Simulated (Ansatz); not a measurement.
# Mo: elastic constants

Aim: the elastic tensor from the stress of slightly strained cells, and the moduli that follow. Runs: reference run (LAPW); at 10 GPa (LAPW). Companion runs by PAW are cited.

Program: Ansatz 0.2.0. Level of theory: DFT LDA, all-electron LAPW, scalar-relativistic unless said. These are calculated values, not measurements.

1 further run of the same task is left out (set aside as unsound or not needed). Runs told in other sessions of the task aren't counted.

**1. The structure to begin with**

The structure is cubic, space group Im-3m (No. 229). Conventional cell: a = 3.112 Å, b = 3.112 Å, c = 3.112 Å, α = 90.00°, β = 90.00°, γ = 90.00°. Mo (site symmetry m-3m) is surrounded by 8 Mo at 2.69 Å.

As a file:

```cif
data_structure
_symmetry_space_group_name_H-M 'Im-3m'
_symmetry_Int_Tables_number 229
_cell_length_a 3.1117
_cell_length_b 3.1117
_cell_length_c 3.1117
_cell_angle_alpha 90.000
_cell_angle_beta 90.000
_cell_angle_gamma 90.000
_cell_volume 30.13
loop_
_atom_site_label
_atom_site_type_symbol
_atom_site_symmetry_multiplicity
_atom_site_Wyckoff_symbol
_atom_site_fract_x
_atom_site_fract_y
_atom_site_fract_z
_atom_site_occupancy
Mo1 Mo 2 a 0.00000 0.00000 0.00000 1
```

Cartesian axes are those of the input's lattice vectors. The structure goes back to a database entry.

**2. Reference run, LAPW**

input.yaml reads:

```yaml
crystal:
  lattice:
    - [-1.55582853567, 1.55582853567, 1.55582853567]
    - [1.55582853567, -1.55582853567, 1.55582853567]
    - [1.55582853567, 1.55582853567, -1.55582853567]
  atoms:
    - { symbol: Mo, position: [0.0, 0.0, 0.0] }
kpoints:
  mp_grid: { grid: [24, 24, 24] }
scf:
  occupations: { method: fermi_dirac, width: 0.08 }
hamiltonian:
  xc: lda
  pseudopotentials: { kind: all_electron, lapw: { basis_error: 0.001 } }
elastic:
  mode: relaxed_ion
  stencil: four_point
  amplitude: 0.003
```

Started as:

```
$ ansatz run input.yaml --threads 1 --pin off --max-ram 2560MiB --backend cpu --events-out ev --progress --plain --runs-dir out
```

**3. At 10 GPa, LAPW**

Edit input.yaml of step 2 so:

```diff
@@ -2,5 +2,5 @@
   lattice:
-    - [-1.55582853567, 1.55582853567, 1.55582853567]
-    - [1.55582853567, -1.55582853567, 1.55582853567]
-    - [1.55582853567, 1.55582853567, -1.55582853567]
+    - [-1.53923286226, 1.53923286226, 1.53923286226]
+    - [1.53923286226, -1.53923286226, 1.53923286226]
+    - [1.53923286226, 1.53923286226, -1.53923286226]
   atoms:
```

(Steps that only read results are left out.)

What does the calculation give? Wanted: C11; C12; C44; bulk, shear and Young's modulus; Debye temperature from sound speeds; universal anisotropy index.

The runs gave:

| quantity | value |
| --- | --- |
| C11 (LAPW) | 513 GPa |
| C12 (LAPW) | 183 GPa |
| C44 (LAPW) | 107 GPa |
| bulk, shear and Young's modulus | 293, 128, 334 GPa |
| Debye temperature from sound speeds | 466 K |
| universal anisotropy index | 0.23 |

All eigenvalues are positive, so the crystal is mechanically stable; by LAPW K = 293 and G = 128 GPa, K/G = 2.30, on the ductile side of Pugh's rough line at 1.75, which was drawn for metals. Young's modulus runs from 287 to 417 GPa with direction. PAW's constants lie within 0.5 GPa of LAPW's. At 10 GPa K rises to 334 GPa. Cautions: responses of metals move with mesh and smearing.
